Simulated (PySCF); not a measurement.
# Sr³⁺: basis, grid and Hamiltonian

Which parts of the numerical set-up matter for Sr³⁺? Each run edits the base script.

Program: PySCF 2.14.0. Level of theory: method and basis as typed in the scripts. These are calculated values, not measurements.

5 further runs of the same task are left out: 3 for a known fault of the program, 2 that didn't finish.

## 1. The atom

Sr³⁺: 1 atom, charge 3, spin multiplicity 2.

## 2. Base script

input.py

```python
from pyscf import gto, dft

mol = gto.M(
    atom='Sr 0 0 0',
    basis='def2-svpd',
    ecp={'Sr': 'def2-svpd'},
    charge=3,
    spin=1,
    verbose=4,
)
mf = dft.UKS(mol, xc='b3pw91')
mf.kernel()
mf.dip_moment()
print('orbital energies (hartree):', [e[max(0, n-3):n+3].round(4) for e, n in zip(mf.mo_energy, mol.nelec)])
```

Command:

```bash
$ python input.py
```

The log of this run is left out.

It gives: E(SCF) = -28.491724 Eh, 9 cycles, ⟨S²⟩ = 0.751.

## 3. Integration grid 2

Edit 1 changes integration grid: default → 2.

input.py

```python
from pyscf import gto, dft

mol = gto.M(
    atom='Sr 0 0 0',
    basis='def2-svpd',
    ecp={'Sr': 'def2-svpd'},
    charge=3,
    spin=1,
    verbose=4,
)
mf = dft.UKS(mol, xc='b3pw91')
mf.grids.level = 2
mf.kernel()
mf.dip_moment()
print('orbital energies (hartree):', [e[max(0, n-3):n+3].round(4) for e, n in zip(mf.mo_energy, mol.nelec)])
```

Command:

```bash
$ python input.py
```

## 4. Density fitting auto

Edit 2 changes density fitting: none → auto.

Edit input.py of step 2 so:

```diff
@@ -11,2 +11,3 @@
 mf = dft.UKS(mol, xc='b3pw91')
+mf = mf.density_fit()
 mf.kernel()
```

## 5. Integration grid (99, 590)

Edit 3 changes integration grid: default → (99, 590).

Edit input.py of step 2 so:

```diff
@@ -11,2 +11,3 @@
 mf = dft.UKS(mol, xc='b3pw91')
+mf.grids.atom_grid = (99, 590)
 mf.kernel()
```

## 6. Cc-pvtz-dk (core potential off, X2C on)

Edit 4 changes basis set: def2-svpd → cc-pvtz-dk; core potential: on → off; spin-free X2C: off → on. The core potential changes with it: totals don't compare.

Edit input.py of step 2 so:

```diff
@@ -4,4 +4,3 @@
     atom='Sr 0 0 0',
-    basis='def2-svpd',
-    ecp={'Sr': 'def2-svpd'},
+    basis='cc-pvtz-dk',
     charge=3,
@@ -11,2 +10,3 @@
 mf = dft.UKS(mol, xc='b3pw91')
+mf = mf.sfx2c1e()
 mf.kernel()
```

## 7. Def2-svp

Edit 5 changes basis set: def2-svpd → def2-svp.

Edit input.py of step 2 so:

```diff
@@ -4,4 +4,4 @@
     atom='Sr 0 0 0',
-    basis='def2-svpd',
-    ecp={'Sr': 'def2-svpd'},
+    basis='def2-svp',
+    ecp={'Sr': 'def2-svp'},
     charge=3,
```

What does the calculation give? Wanted: for each run, E(SCF); from base; gap, α spin.

**Answer**, as computed:

```
                                    run  E(SCF) (hartree)  from base (eV)  cycles  gap, α spin (eV)  functions
                                   base        -28.491724               0       9             29.51         26
                     integration grid 2        -28.491710         +0.0004       9             29.51         26
                   density fitting auto        -28.491759         -0.0010       8             29.51         26
             integration grid (99, 590)        -28.491715         +0.0002       9             29.50         26
cc-pvtz-dk (core potential off, X2C on)      -3177.028183  not comparable       6             28.04         52
                               def2-svp        -28.491050         +0.0183       6             29.52         23
```

**Reading.** The largest comparable shift of the SCF energy, +0.018 eV, comes with the run “def2-svp”. def2-svp (23 functions) gives an energy 0.02 eV higher than def2-svpd (26). The dearest run is “cc-pvtz-dk (core potential off, X2C on)”, at 4.3 s against 0.99 s.
